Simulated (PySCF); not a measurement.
# H3Sn ([SnH3]-): the cost of one run

Computed with PySCF 2.14.0 and routines of our own; the level stands in each step. Atoms count from 0.

## Step 1: The system as given

4 atoms, charge -1, multiplicity 1; geometry from: GFN2-xTB.

## Step 2: Geometry optimisation at PBE0-D3(BJ)/def2-SVP

What the job is given:

```
{"job": {"xc": "PBE0", "basis": "def2-SVP", "d3": "d3bj", "grid": 1, "maxiter": 30, "shake": 0.03, "kind": "geom"}, "charge": -1, "multiplicity": 1}
Sn     0.054850    -0.070940     0.804210
H      1.620760    -0.047180    -0.258120
H     -0.847460     1.425550    -0.306370
H     -0.744850    -1.397870    -0.270190
```

Started as:

```
OMP_NUM_THREADS=1 python heavy_run.py task.json out
```

This one command runs all jobs of the session in turn.

Q: Estimate the wall time and peak memory of this first job on 1 thread of Arm Neoverse V1, shared host.

About 4.5 s, with a peak of 0.22 GiB.
